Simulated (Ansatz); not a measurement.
The system is PtSe.

```
CELL_PARAMETERS angstrom
0.00000 3.03745 3.03745
3.03745 0.00000 3.03745
3.03745 3.03745 0.00000
ATOMIC_POSITIONS crystal
Pt 0.00000 0.00000 0.00000
Se 0.25000 0.25000 0.25000
```

The cell comes from a database or a generator and needn't be the stable form of this composition.

| Item | Value |
| --- | --- |
| Program | Ansatz 0.2.0 |
| Task | relaxation of cell and atoms |
| Functional | HSE06 |
| Potentials or basis | Ansatz PAW |
| Cutoff | 420 eV (not typed: the program's choice for these potentials) |
| k mesh | 4 × 4 × 4 |
| Occupations | fermi-dirac, width 0.05 eV |
| Spin | no spin polarisation |

At the start: volume 28.02 Å³/atom.

Problem. How do energy, volume and symmetry change on relaxing?

Solution. It ends after 6 steps and the volume is 22.25 Å³/atom (-20.6 %); space group F-43m (No. 216, to 0.05 Å).

Step by step:
```tsv
step	energy change (eV)	largest force (eV/Å)	volume (Å³)
1	0.0000	0.0000	56.05
2	-0.5427	0.0000	48.24
3	-0.5514	0.0000	41.41
4	-0.6375	0.0000	44.66
5	-0.6378	0.0000	44.49
6	-0.6355	0.0000	44.49
```

Final structure:
```cif
data_structure
_symmetry_space_group_name_H-M 'P 1'
_symmetry_Int_Tables_number 1
_cell_length_a 3.9775
_cell_length_b 3.9775
_cell_length_c 3.9775
_cell_angle_alpha 60.000
_cell_angle_beta 60.000
_cell_angle_gamma 60.000
_cell_volume 44.49
loop_
_atom_site_label
_atom_site_type_symbol
_atom_site_fract_x
_atom_site_fract_y
_atom_site_fract_z
_atom_site_occupancy
Pt1 Pt 0.00000 0.00000 0.00000 1
Se1 Se 0.25000 0.25000 0.25000 1
```

Caveat: the k mesh is coarse (spacing up to 0.45 Å⁻¹), so the values aren't converged, least of all with exact exchange; the volume moved by over 15 % at a fixed basis, so the end points are rough; the plane-wave basis is chosen anew once the cell has moved, so the energies of steps on either side of that aren't comparable; the PAW data sets come from PBE, with cores solved anew for the run's functional, which leaves a small shift of forces and pressure.
